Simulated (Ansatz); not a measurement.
Pb, space group Im-3m: a check of PAW against all-electron LAPW, run with Ansatz 0.2.0, Python API.

`run_paw_lapw.py`:
```python
"""Checking the PAW result for Pb with LAPW."""

import logging
import sys

import ansatz as az
import numpy as np

logging.basicConfig(stream=sys.stdout, format="%(name)s: %(message)s")
log = logging.getLogger("ansatz_job")
log.setLevel(logging.INFO)


def count_gap(report):
    # lowest empty less highest filled band, counting bands; zero where they overlap
    return max(report.get("gap_by_band_count_ev") or 0.0, 0.0)

xtal = (
    az.Lattice.bcc(3.959319)
    .space_group(229)
    .atom("Pb", [0.0, 0.0, 0.0])
    .primitive()
)

base = (
    xtal.calculation()
    .functional("LDA")
    .kpoints(8)
    .occupations("methfessel_paxton", width=0.15)
    .scf(tolerance=1e-08)
    .stress()
    .forces()
    .band_table()
)
variants = {
    "PAW": base.pseudopotentials("paw"),
    "LAPW": base.pseudopotentials("all_electron", lapw=True),
}
# totals differ by the cores that each treatment holds, so compare what does not depend on them
rows = []
for label, variant in variants.items():
    report = variant.run(threads=1, pin="off").report
    levels = np.array(report["eigenvalues_ev"][0]) - report["fermi_energy_ev"]
    print(label, "levels at the first k-point near E_F:", np.round(levels[np.abs(levels) < 5], 3))
    rows.append((label, report["n_electrons"], np.trace(report["stress_gpa"]) / 3, count_gap(report)))
log.info("     treatment  electrons in bands           P GPa  gap by band count eV")
for row in rows:
    log.info(f"{str(row[0]):>14s}  {row[1]:18.1f}  {row[2]:14.3f}  {row[3]:20.3f}")
```

How well do the two treatments of the cores agree on the pressure?

PAW gives -2.977 GPa and LAPW -2.970 GPa, 0.006 GPa apart. They took 0.6 and 3.2 s of processor time.

What the script printed:

Output of `python run_paw_lapw.py`:
```text
DeckWarning: basis.ecutwfc = 420 eV, auto-derived from the records' recommended cutoffs: set by Pb (normal level)
DeckWarning: output.stress: scf.convergence.dr2_threshold = 1e-8 eV is looser than the 1e-10 eV advised for a printed stress (1e-10 eV for each atom of the cell: 1). What an SCF threshold leaves in a stress goes as its square root, and in the free energy as [...]
PAW levels at the first k-point near E_F: []
LAPW levels at the first k-point near E_F: []
ansatz_job:      treatment  electrons in bands           P GPa  gap by band count eV
ansatz_job:            PAW                14.0          -2.977                 0.000
ansatz_job:           LAPW                36.0          -2.970                 0.000
```
(Warnings from the package without file and line, shortened.)

Notes:
- The computed bands are complete only to about 4.6 eV above the Fermi level.
- The mesh is modest for a metal, so energies can be off by several to tens of meV an atom and pressures by half a GPa or more; differences at equal mesh fare better.
- A gap by band count of zero or less means overlapping bands, a metal.
- This isn't the structure that Pb takes at ambient conditions.
- Gaps and levels are Kohn-Sham values on a finite set of k-points, without spin-orbit coupling.
- Pressure is positive in compression; the treatments may keep other shells as core, so totals and counts of electrons can differ.
- Run time: 4.5 s on 1 thread of Arm Neoverse V2 (shared host), peak memory 0.38 GiB.

(A comment or docstring line of the script was reworded after the run, the code is as it ran; lines on the test bed's own set-up are left out of the output.)
